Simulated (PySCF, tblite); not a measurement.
**C8H11 radical: geometry, infrared bands and EPR parameters**

Wanted: the infrared bands and EPR parameters of C8H11 radical (`C=C[C@@]12CCC[C]1C2`), by calculation.

Computed with tblite 0.8.0 and PySCF 2.14.0, with density-fitted response routines of our own, on a single molecule in the gas phase. Atoms are numbered from 0 throughout.

**1. The molecule as given**

19 atoms, charge 0, multiplicity 2; geometry from: force field or distance geometry start.

Bonds of the start (Å): C0–C1 1.35, C1–C2 1.45, C2–C3 1.52, C3–C4 1.54, C4–C5 1.53, C5–C6 1.51, C6–C7 1.44, C6–C2 1.48, C7–C2 1.51, C0–H8 1.08, C0–H9 1.08, C1–H10 1.10, C3–H11 1.08, C3–H12 1.10, C4–H13 1.09, C4–H14 1.10, C5–H15 1.09, C5–H16 1.10, C7–H17 1.09, C7–H18 1.08.

**2. Geometry optimisation with GFN2-xTB**

The job: settings as JSON, then the geometry in Å.

```
{"job": {"kind": "relax", "xc": "GFN2-xTB", "basis": "xTB"}, "charge": 0, "multiplicity": 2}
C      2.827900    -0.611300     0.295800
C      1.570500    -0.472700     0.766800
C      0.451400     0.110700     0.058800
C     -0.453900    -0.778200    -0.782000
C     -1.790600    -0.769800    -0.016900
C     -1.886000     0.623500     0.595900
C     -0.444800     0.985300     0.854400
C      0.406100     1.613100    -0.129900
H      3.606900    -1.065600     0.896400
H      3.072600    -0.263400    -0.694600
H      1.373600    -0.849500     1.780000
H     -0.574700    -0.380300    -1.782600
H     -0.073100    -1.805500    -0.855100
H     -1.771100    -1.526300     0.767200
H     -2.639300    -0.981100    -0.678900
H     -2.343400     1.338100    -0.082300
H     -2.462500     0.613300     1.526900
H     -0.084400     2.008700    -1.014100
H      1.205000     2.220200     0.263500
```

The run is started by

```bash
$ OMP_NUM_THREADS=1 python probes_run.py task.json out
```

This one command runs all jobs of the session in turn.

**Question.** This job is followed by: GFN2-xTB harmonic vibrations, gas phase; UKS B3LYP, pcH-1 on C H, non-relativistic, mean-field spin-orbit, GIAO. What will the session give for the following? strongest single infrared mode (GFN2-xTB); zero-point energy (GFN2-xTB); g(iso) (B3LYP); ⟨S²⟩; largest a(iso); surface potential, 1st and 99th percentile.

**Answer**, as computed:

```
                                 quantity                 value
strongest single infrared mode (GFN2-xTB)  2993 cm⁻¹, 74 km/mol
             zero-point energy (GFN2-xTB)        102.0 kcal/mol
                           g(iso) (B3LYP)               2.00270
                                     ⟨S²⟩    0.753 (exact 0.75)
                           largest a(iso)  13C on C6, 347.5 MHz
    surface potential, 1st and 99th percentile    -0.83 V and 0.70 V
```

In words: The optimisation took 168 steps and gained 0.328 eV; among the close pairs (by a distance rule), C2–C7 changed most, from 1.515 to 1.550 Å. All 51 modes are real, so the xTB geometry is a minimum. The strongest single mode, at 2993 cm⁻¹, moves mainly H13. Unscaled tight-binding wavenumbers are off by several per cent, some by more. Its intensities can rank the bands wrongly. Most of the unpaired spin sits on C6 (0.88 e). The isotropic g lies 0.4 ppt above the free-electron value.
